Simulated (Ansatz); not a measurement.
**Molecular dynamics of Cs3LaO3**

The input (input.yaml):

```yaml
accuracy: low
crystal:
  lattice:
    - [8.812606, 0.0, 0.0]
    - [0.0, 7.984563, 0.0]
    - [-1.025127, 0.0, 12.686788]
  atoms:
    - { symbol: Cs, position: [0.652358, 0.839657, 0.575542] }
    - { symbol: Cs, position: [0.057965, 0.119818, 0.656448] }
    - { symbol: Cs, position: [0.618541, 0.321468, 0.694677] }
    - { symbol: Cs, position: [0.381459, 0.821468, 0.805323] }
    - { symbol: Cs, position: [0.942035, 0.619818, 0.843552] }
    - { symbol: Cs, position: [0.347642, 0.339657, 0.924458] }
    - { symbol: Cs, position: [0.652358, 0.660343, 0.075542] }
    - { symbol: Cs, position: [0.057965, 0.380182, 0.156448] }
    - { symbol: Cs, position: [0.618541, 0.178532, 0.194677] }
    - { symbol: Cs, position: [0.381459, 0.678532, 0.305323] }
    - { symbol: Cs, position: [0.942035, 0.880182, 0.343552] }
    - { symbol: Cs, position: [0.347642, 0.160343, 0.424458] }
    - { symbol: La, position: [0.165292, 0.590113, 0.570326] }
    - { symbol: La, position: [0.834708, 0.090113, 0.929674] }
    - { symbol: La, position: [0.165292, 0.909887, 0.070326] }
    - { symbol: La, position: [0.834708, 0.409887, 0.429674] }
    - { symbol: O, position: [0.251133, 0.85573, 0.543313] }
    - { symbol: O, position: [0.896571, 0.552607, 0.593543] }
    - { symbol: O, position: [0.306543, 0.442102, 0.696207] }
    - { symbol: O, position: [0.693457, 0.942102, 0.803793] }
    - { symbol: O, position: [0.103429, 0.052607, 0.906457] }
    - { symbol: O, position: [0.748867, 0.35573, 0.956687] }
    - { symbol: O, position: [0.251133, 0.64427, 0.043313] }
    - { symbol: O, position: [0.896571, 0.947393, 0.093543] }
    - { symbol: O, position: [0.306543, 0.057898, 0.196207] }
    - { symbol: O, position: [0.693457, 0.557898, 0.303793] }
    - { symbol: O, position: [0.103429, 0.447393, 0.406457] }
    - { symbol: O, position: [0.748867, 0.14427, 0.456687] }
basis:
  ecutwfc: 420.0
kpoints:
  mp_grid: { grid: [1, 1, 1] }
hamiltonian:
  xc: pbesol
scf:
  occupations: { method: fermi_dirac, width: 0.05 }
  lower_state_search: "off"
md:
  timestep: 1
  n_steps: 350
  ensemble: nvt_nose_hoover
  temperature: 1200.0
  initial_velocities: maxwell_boltzmann
  seed: 116390
  nose_hoover: { tau: 100.0, chain_length: 5 }
```

Command:

```bash
$ ansatz run input.yaml --threads 2 --pin off --max-ram 5120MiB --backend cpu --events-out ev --progress --plain --runs-dir out
```

It starts from an unrelaxed structure (largest force component 0.46 eV/Å).

Output, in part (step lines):

```
md step     0: t =     0.00 fs  T =  1200.0 K  F+E_penalty+E_count = -98425.64274569 eV  E_kin = 4.188024 eV  conserved = -98421.45472173 eV  (12 SCF iters)
md step     1: t =     1.00 fs  T =  1197.9 K  F+E_penalty+E_count = -98425.63549083 eV  E_kin = 4.180770 eV  conserved = -98421.45472150 eV  (8 SCF iters)
md step     2: t =     2.00 fs  T =  1194.2 K  F+E_penalty+E_count = -98425.62237413 eV  E_kin = 4.167655 eV  conserved = -98421.45472064 eV  (9 SCF iters)
md step     3: t =     3.00 fs  T =  1188.7 K  F+E_penalty+E_count = -98425.60341856 eV  E_kin = 4.148708 eV  conserved = -98421.45471851 eV  (9 SCF iters)
md step     4: t =     4.00 fs  T =  1181.7 K  F+E_penalty+E_count = -98425.57867619 eV  E_kin = 4.123984 eV  conserved = -98421.45471425 eV  (9 SCF iters)
md step     5: t =     5.00 fs  T =  1172.9 K  F+E_penalty+E_count = -98425.54823945 eV  E_kin = 4.093581 eV  conserved = -98421.45470701 eV  (3 SCF iters)
md step     6: t =     6.00 fs  T =  1162.6 K  F+E_penalty+E_count = -98425.51225539 eV  E_kin = 4.057653 eV  conserved = -98421.45469542 eV  (3 SCF iters)
md step     7: t =     7.00 fs  T =  1150.8 K  F+E_penalty+E_count = -98425.47094178 eV  E_kin = 4.016425 eV  conserved = -98421.45467888 eV  (3 SCF iters)
[... lines left out ...]
md step   350: t =   350.00 fs  T =  1397.4 K  F+E_penalty+E_count = -98422.84047529 eV  E_kin = 4.877082 eV  conserved = -98421.45417793 eV  (9 SCF iters)
```

The steps, from the saved trajectory:

```tsv
time (fs)	T (K)	potential energy less start (eV)	conserved less start (meV/atom)
0.0	1200	0.000	0.00
11.0	1091	0.383	0.01
22.0	922	0.979	0.03
33.0	908	1.054	0.00
44.0	827	1.381	0.01
55.0	739	1.750	0.02
66.0	735	1.847	0.01
77.0	729	1.981	0.02
88.0	812	1.837	0.02
99.0	945	1.556	0.00
110.0	877	1.988	0.01
121.0	738	2.629	0.04
132.0	831	2.442	0.01
143.0	870	2.438	0.00
154.0	723	3.053	0.03
165.0	772	2.971	0.02
176.0	905	2.606	0.01
187.0	954	2.543	0.02
198.0	955	2.650	0.02
209.0	894	2.974	0.01
220.0	761	3.546	0.04
231.0	806	3.498	0.02
242.0	888	3.347	0.03
253.0	973	3.199	0.02
264.0	1001	3.254	0.02
275.0	968	3.513	0.05
286.0	1137	3.063	0.01
297.0	1178	3.065	0.01
308.0	1035	3.680	0.04
319.0	1047	3.740	0.05
330.0	1249	3.143	0.03
341.0	1377	2.803	0.03
```

All steps were run. The conserved energy stayed within 0.049 meV per atom of its start (net change 0.019 meV per atom), so the integration is sound. The mean temperature of the second half is 15 % below the set value. A run of 0.35 ps of so small a system gives no equilibrium averages. Limits of this set-up: coarse k mesh, low accuracy level.

Mean squared displacements from the first frame to the last, about the centre of mass: Cs 0.65 Å², La 0.21 Å², O 0.54 Å².

Last frame:

```xyz
28
Lattice="8.8126 0.0000 0.0000 0.0000 7.9846 0.0000 -1.0251 0.0000 12.6868" Properties=species:S:1:pos:R:3
Cs 5.475 7.422 7.263
Cs -0.384 0.703 8.893
Cs 5.102 3.592 8.820
Cs 2.783 5.824 10.353
Cs 7.923 5.020 10.454
Cs 2.031 2.360 11.626
Cs 6.415 4.741 0.738
Cs 0.916 3.048 2.387
Cs 5.174 1.455 2.527
Cs 3.685 5.824 3.143
Cs 7.462 6.575 4.258
Cs 1.657 0.602 5.743
La 0.274 4.878 7.294
La 6.106 0.867 11.815
La 0.886 7.483 0.872
La 7.085 3.287 5.295
O 1.278 6.603 8.176
O 6.869 4.986 7.241
O 0.784 3.648 8.858
O 5.581 7.527 10.269
O -0.061 1.118 11.868
O 5.420 2.836 11.451
O 1.953 5.626 0.362
O 7.431 7.408 1.262
O 2.396 0.663 2.490
O 6.075 4.226 3.286
O 0.388 3.550 5.367
O 6.667 1.123 5.645
```

Run time: 16 min on 2 threads of Arm Neoverse V2, with other jobs on the host, peak memory 0.91 GiB.
